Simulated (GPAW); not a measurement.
Runs of GPAW 26.7.0 on Ir. The cell holds a slab with vacuum, 5 atoms: a = 2.715 Å, b = 2.715 Å, c = 23.867 Å, α = 90.00°, β = 90.00°, γ = 120.00°. The slab is cut from a database's or a generator's crystal, which needn't be the stable form of the element.

| task | level | potentials or basis | cell | series job | gap on the mesh (eV) | largest force (eV/Å) | work function (eV) |
| --- | --- | --- | --- | --- | --- | --- | --- |
| single point | r2SCAN | GPAW PAW data sets (gpaw-data 1.2.1), pw | the (1 1 1) slab of Ir, cut from the database cell, not relaxed | - | none | 0.34 | 5.53 |
| single point | revPBE | the program's PAW data sets (release 1.2.1) made for this functional, pw | the (1 1 1) slab of Ir, cut from the database cell, not relaxed | - | none | 0.28 | 5.37 |
| single point | PBEsol | PAW data sets generated in the run's folder for this functional, pw | the (1 1 1) slab of Ir, cut from the database cell, not relaxed | - | none | 0.55 | 5.64 |
| single point | vdW-DF-cx | GPAW PAW data sets (gpaw-data 1.2.1), pw | the (1 1 1) slab of Ir, cut from the database cell, not relaxed | - | none | 0.28 | 5.67 |
| single point | WC | PAW data sets generated in the run's folder for this functional, pw | the (1 1 1) slab of Ir, cut from the database cell, not relaxed | - | none | 0.44 | (a) |
| single point | BEEF-vdW | GPAW PAW data sets (gpaw-data 1.2.1), pw | the (1 1 1) slab of Ir, cut from the database cell, not relaxed | - | none | 0.27 | (b) |
| single point | RPBE | the program's PAW data sets (release 1.2.1) made for this functional, pw | the (1 1 1) slab of Ir, cut from the database cell, not relaxed | - | none | 0.28 | 5.35 |
| single point | LDA | the program's PAW data sets (release 1.2.1) made for this functional, pw | the (1 1 1) slab of Ir, cut from the database cell, not relaxed | - | none | 0.82 | 5.86 |

Alike in all rows: no spin polarisation; k mesh 11 × 11 × 1; cutoff (eV) 450; smearing fermi-dirac 0.05 eV.

Q: Estimate the missing entries.

A: (a) 5.63; (b) 5.68.

Caveats: the PAW data sets were made with another functional, which shifts forces and pressure a little (some runs).

A k mesh can miss the band edges, and the runs leave out spin-orbit coupling on Ir.

A gap of «none» marks a metal or a gap under the smearing width.

Runs at the PBE level aren't shown here.
